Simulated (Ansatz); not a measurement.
**C₆H₉FO₆Si: small, medium and large basis sets**

One table from this session's results is given with a row withheld; the runs are named, their logs left out.

The runs use Ansatz 0.2.0, Gaussian basis; one geometry, several basis sets.

Plan: PBE0-D4/def2-SVP; ωB97M-V/def2-SVP; PBE0-D4/def2-QZVPP; ωB97M-V/def2-QZVPP; the functionals' def2-TZVPP values are taken from earlier runs.

## The relaxed structure

All runs share one geometry, relaxed beforehand with PBE0-D4 in a triple-zeta def2 set.

SMILES `CC(=O)O[Si](F)(OC(C)=O)OC(C)=O`, 23 atoms, charge 0, spin multiplicity 1.

Atoms are counted from 1 here; the program's logs count them from 0.

Bond lengths: C1–C2 1.492 Å, C1–H15 1.092 Å, C1–H16 1.092 Å, C1–H17 1.087 Å, C2–O3 1.197 Å, C2–O4 1.357 Å, O4–Si5 1.641 Å, Si5–F6 1.569 Å, Si5–O7 1.640 Å, Si5–O11 1.639 Å, O7–C8 1.357 Å, C8–C9 1.492 Å, C8–O10 1.197 Å, C9–H18 1.087 Å, C9–H19 1.092 Å, C9–H20 1.092 Å, O11–C12 1.353 Å, C12–C13 1.489 Å and more. Angles: C2–C1–H15 109.7°, C2–C1–H16 109.2°, C2–C1–H17 109.9°, H15–C1–H16 107.2°, H15–C1–H17 110.5°, H16–C1–H17 110.3°, C1–C2–O3 126.3°, C1–C2–O4 111.6°, O3–C2–O4 122.2°, C2–O4–Si5 124.3°, O4–Si5–F6 109.9°, O4–Si5–O7 101.5°, O4–Si5–O11 115.1°, F6–Si5–O7 109.8°, F6–Si5–O11 105.4°, O7–Si5–O11 115.1°, Si5–O7–C8 124.6°, O7–C8–C9 111.5° and more.

Geometry (Å):

```
C    -3.0061    0.7434    2.2923
C    -2.1127    1.1940    1.1862
O    -2.4324    1.8603    0.2449
O    -0.8429    0.7469    1.3572
Si    0.3690    0.9701    0.2739
F     0.8761    2.4539    0.3371
O     1.5226   -0.0378    0.8605
C     2.6280   -0.4260    0.1759
C     3.4159   -1.4382    0.9371
O     2.8952    0.0114   -0.9055
O    -0.0444    0.7175   -1.2915
C    -0.5070   -0.4736   -1.7350
C    -0.7910   -0.4486   -3.1969
O    -0.6524   -1.4082   -0.9967
H    -2.6026    1.0769    3.2502
H    -3.0283   -0.3482    2.3134
H    -4.0074    1.1385    2.1438
H     4.3100   -1.7061    0.3806
H     2.7958   -2.3210    1.1061
H     3.6817   -1.0373    1.9168
H    -1.5193    0.3364   -3.4096
H     0.1244   -0.1959   -3.7358
H    -1.1675   -1.4155   -3.5196
```

Set-up of the first run:

Input file in.yaml:

```yaml
crystal:
  periodic: [false, false, false]
  atoms:
    - {symbol: C, position_ang: [-3.006080, 0.743378, 2.292345]}
    - {symbol: C, position_ang: [-2.112726, 1.193973, 1.186197]}
    - {symbol: O, position_ang: [-2.432403, 1.860252, 0.244911]}
    - {symbol: O, position_ang: [-0.842942, 0.746919, 1.357239]}
    - {symbol: Si, position_ang: [0.369017, 0.970113, 0.273865]}
    - {symbol: F, position_ang: [0.876081, 2.453875, 0.337057]}
    - {symbol: O, position_ang: [1.522619, -0.037789, 0.860509]}
    - {symbol: C, position_ang: [2.628000, -0.425952, 0.175936]}
    - {symbol: C, position_ang: [3.415883, -1.438155, 0.937051]}
    - {symbol: O, position_ang: [2.895163, 0.011448, -0.905451]}
    - {symbol: O, position_ang: [-0.044390, 0.717509, -1.291469]}
    - {symbol: C, position_ang: [-0.507018, -0.473630, -1.734963]}
    - {symbol: C, position_ang: [-0.790975, -0.448586, -3.196866]}
    - {symbol: O, position_ang: [-0.652366, -1.408189, -0.996740]}
    - {symbol: H, position_ang: [-2.602591, 1.076917, 3.250163]}
    - {symbol: H, position_ang: [-3.028279, -0.348190, 2.313375]}
    - {symbol: H, position_ang: [-4.007388, 1.138547, 2.143755]}
    - {symbol: H, position_ang: [4.310034, -1.706062, 0.380641]}
    - {symbol: H, position_ang: [2.795837, -2.321041, 1.106091]}
    - {symbol: H, position_ang: [3.681748, -1.037254, 1.916848]}
    - {symbol: H, position_ang: [-1.519325, 0.336391, -3.409596]}
    - {symbol: H, position_ang: [0.124381, -0.195884, -3.735798]}
    - {symbol: H, position_ang: [-1.167478, -1.415489, -3.519600]}
basis:
  gaussian: {orbitals: def2-SVP}
hamiltonian: {xc: pbe0, dispersion: d4}
output: {orbitals: {seedname: orbitals}}
```

Run with:

```bash
ansatz run in.yaml --threads 11 --pin off --events-out ev --progress --plain --max-ram 174080MiB --backend cpu
```

Steps of the session up to this table: PBE0-D4 in def2-SVP; ωB97M-V in def2-SVP; PBE0-D4 in def2-QZVPP; ωB97M-V in def2-QZVPP.

One table of the session follows, with a row left open; its other results are not shown here.

It belongs to the step «Density functionals: the series». 

```
functional       basis  HOMO (eV)  LUMO (eV)
   PBE0-D4    def2-SVP      -8.26      -0.31
   PBE0-D4  def2-TZVPP          ?          ?
   PBE0-D4  def2-QZVPP      -8.37      -0.49
   ωB97M-V    def2-SVP     -10.68       2.03
   ωB97M-V  def2-TZVPP     -10.77       1.83
   ωB97M-V  def2-QZVPP     -10.80       1.51
```

**Question.** Estimate the row for PBE0-D4, def2-TZVPP.

As computed: HOMO (eV): -8.34; LUMO (eV): -0.44. In the column «HOMO (eV)» it lies between PBE0-D4, def2-QZVPP (-8.37) and PBE0-D4, def2-SVP (-8.26).
